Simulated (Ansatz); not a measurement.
# CH₄BrNSn: up Jacob's ladder to CCSD(T)

The task here is to estimate one member of a computed series from the others.

The runs use Ansatz 0.2.0, Gaussian basis; functionals in def2-TZVPP, the program's frozen cores in correlated methods.

Levels to be run: LDA (SPW92), PBE-D4, revPBE-D4, BLYP-D4, r2SCAN-D4, B97M-V, PBE0-D4, B3LYP-D4, r2SCANh-D4, r2SCAN0-D4, HSE06-D4, BHLYP-D4, CAM-B3LYP-D4, LC-ωPBE, ωB97X-V, ωB97M-V, B2PLYP, PBE-QIDH; CCSD(T)/def2-SVP; CCSD(T)/def2-TZVPP; MP2/def2-QZVPP; extrapolation to the limit; RPA on PBE.

**The relaxed structure**

An earlier PBE0-D4 in a triple-zeta def2 set relaxation fixed the geometry. Sn takes the def2 core potential; no spin-orbit term is included.

8 atoms, charge 0, spin multiplicity 1.

Atoms are counted from 1 here; the program's logs count them from 0.

Bond lengths: Br1–Sn2 2.595 Å, Sn2–N4 2.335 Å, Sn2–H5 1.778 Å, C3–N4 1.260 Å, C3–H6 1.090 Å, C3–H7 1.089 Å, N4–H8 1.019 Å. Angles: Br1–Sn2–N4 83.1°, Br1–Sn2–H5 92.9°, N4–Sn2–H5 83.9°, N4–C3–H6 122.7°, N4–C3–H7 119.2°, H6–C3–H7 118.1°, Sn2–N4–C3 132.8°, Sn2–N4–H8 110.8°, C3–N4–H8 116.0°.

Set-up of the first run:

Contents of in.yaml:

```yaml
crystal:
  periodic: [false, false, false]
  atoms:
    - {symbol: Br, position_ang: [-2.794971, 0.827921, -0.853311]}
    - {symbol: Sn, position_ang: [-0.330329, 1.590745, -1.127355]}
    - {symbol: C, position_ang: [0.996799, -0.509252, 1.079706]}
    - {symbol: N, position_ang: [0.099408, -0.259916, 0.230443]}
    - {symbol: H, position_ang: [-0.030227, 0.447245, -2.455648]}
    - {symbol: H, position_ang: [0.992392, -1.409711, 1.693688]}
    - {symbol: H, position_ang: [1.813666, 0.197780, 1.213581]}
    - {symbol: H, position_ang: [-0.654637, -0.942010, 0.163095]}
basis:
  gaussian: {orbitals: def2-TZVPP}
hamiltonian: {xc: lda}
output: {orbitals: {seedname: orbitals}}
```

Steps of the session up to this table: LDA; PBE-D4 (GGA); revPBE-D4 (GGA); BLYP-D4 (GGA); r2SCAN-D4 (meta-GGA); B97M-V (meta-GGA); PBE0-D4 (hybrid); B3LYP-D4 (hybrid); r2SCANh-D4 (hybrid); r2SCAN0-D4 (hybrid); HSE06-D4 (hybrid); BHLYP-D4 (hybrid); CAM-B3LYP-D4 (range-separated); LC-ωPBE (range-separated); ωB97X-V (range-separated); ωB97M-V (range-separated); B2PLYP (double hybrid); PBE-QIDH (double hybrid).

One of the session's tables, all rows but one given; the rest of the session is left out.

It belongs to the step «Orbital energies across the functionals». 

| functional | HOMO (eV) | LUMO (eV) | gap (eV) |
| --- | --- | --- | --- |
| LDA (SPW92) | -5.34 | -3.47 | 1.88 |
| PBE-D4 | -5.19 | -3.23 | 1.95 |
| revPBE-D4 | -5.13 | -3.15 | 1.98 |
| BLYP-D4 | -5.06 | -3.10 | 1.96 |
| r2SCAN-D4 | -5.41 | -3.07 | 2.34 |
| B97M-V | -5.36 | -2.97 | 2.39 |
| PBE0-D4 | -6.13 | -2.16 | 3.97 |
| B3LYP-D4 | -5.98 | -2.42 | 3.57 |
| r2SCANh-D4 | -5.76 | -2.66 | 3.10 |
| r2SCAN0-D4 | -6.30 | -2.05 | 4.24 |
| HSE06-D4 | ? | ? | ? |
| BHLYP-D4 | -6.99 | -0.96 | 6.03 |
| CAM-B3LYP-D4 | -7.34 | -0.97 | 6.37 |
| LC-ωPBE | -8.52 | 0.25 | 8.77 |
| ωB97X-V | -8.24 | 0.18 | 8.42 |
| ωB97M-V | -8.16 | 0.08 | 8.24 |

Q: Estimate the row for HSE06-D4 from the others.

As computed: HOMO (eV): -5.75; LUMO (eV): -2.55; gap (eV): 3.20. In the column «HOMO (eV)» it lies between r2SCANh-D4 (-5.76) and r2SCAN-D4 (-5.41).
